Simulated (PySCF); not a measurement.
**TaOOH: structure of the triplet**

Where does triplet TaOOH go from a bent start, is the end point a minimum, and what are its modes, charges and moments?

Computed with PySCF 2.14.0. Level: PBE0, basis Ta def2-TZVP with ECP60, O def2-TZVP, H def2-TZVP, scalar-relativistic core potentials, no spin–orbit coupling, density fitting.

### 1 Where the work starts

4 atoms, charge 0, spin multiplicity 3.

Bond lengths: Ta1–O2 1.830 Å, Ta1–O3 2.090 Å, O3–H4 0.960 Å. Angles: O2–Ta1–O3 110.0°, Ta1–O3–H4 130.0°.

```xyz
4
charge 0 multiplicity 3
Ta    0.0000    0.0000    0.0000
O     1.4990    0.0000    1.0496
O    -1.7120    0.0000    1.1988
H    -2.2175    0.7354    1.5527
```

### 2 First SCF at the start

One driver script runs all steps and calls PySCF; scf.py shows how it sets up the SCF of each step. The optimiser is the driver's own. After this first run the driver tries any further starts and a stability analysis.

Contents of scf.py:

```python
from pyscf import gto, scf, dft
mol = gto.M(atom='''
Ta     0.000000     0.000000     0.000000
O      1.499000     0.000000     1.049600
O     -1.712000     0.000000     1.198800
H     -2.217500     0.735400     1.552700''',
    basis={'Ta': 'def2-TZVP', 'O': 'def2-TZVP', 'H': 'def2-TZVP'},
    ecp={'Ta': 'def2-TZVP'},
    charge=0, spin=2)
mf = dft.UKS(mol, xc='PBE0')
mf.grids.atom_grid = (50, 194)
aux = {'Ta': 'def2-universal-JKFIT', 'O': 'def2-universal-JKFIT', 'H': 'def2-universal-JKFIT'}
mf = mf.density_fit(auxbasis=aux)
mf.conv_tol = 1e-08
mf.diis_space = 10
mf.max_cycle = 60
mf.init_guess = 'minao'
mf.verbose = 4
mf.kernel()
```

Launch:

```bash
$ OMP_NUM_THREADS=4 python axn.py task.json out
```

Further steps of the session: Relaxation: bent start, triplet; Frequencies.

Q: Predict the outcome of this session. Wanted: minimum; geometry; wavenumbers; dipole moment; highest occupied, lowest empty level; polar-tensor charge of Ta1; zero-point energy; atomisation energy; ⟨S²⟩.

As calculated:

```
                                          quantity                                                                  value
                                           minimum                                                            triplet, Cs
                                          geometry  O–H 0.957 Å, Ta–O 1.714 Å, Ta–O 1.907 Å; H–O–Ta 134.4°, O–Ta–O 118.7°
                                wavenumbers (cm⁻¹)          186 (a'), 338 (a''), 539 (a'), 694 (a'), 1002 (a'), 3942 (a')
                                     dipole moment                                                                 2.63 D
highest occupied, lowest empty level (either spin)                                                        -5.32, -2.52 eV
                        polar-tensor charge of Ta1                                                                +1.29 e
                                 zero-point energy                                                            40.1 kJ/mol
                               entropy at 298.15 K                                                        303.3 J/(mol K)
         atomisation energy (no zero-point energy)                                                            1666 kJ/mol
                                              ⟨S²⟩                                                                  2.010
```

**Reading.** From C1 at the start the molecule goes to a Cs minimum. The strongest infrared band lies at 3942 cm⁻¹ (a'). Most of the spin sits on Ta1 (Mulliken spin 2.13, against 2 for the whole molecule). Other starts or spin states, not run here, may lie lower. Open d and f shells are described by one determinant, and the ground state may have another occupation or spin. Spin–orbit coupling, left out here, can matter for elements this heavy.
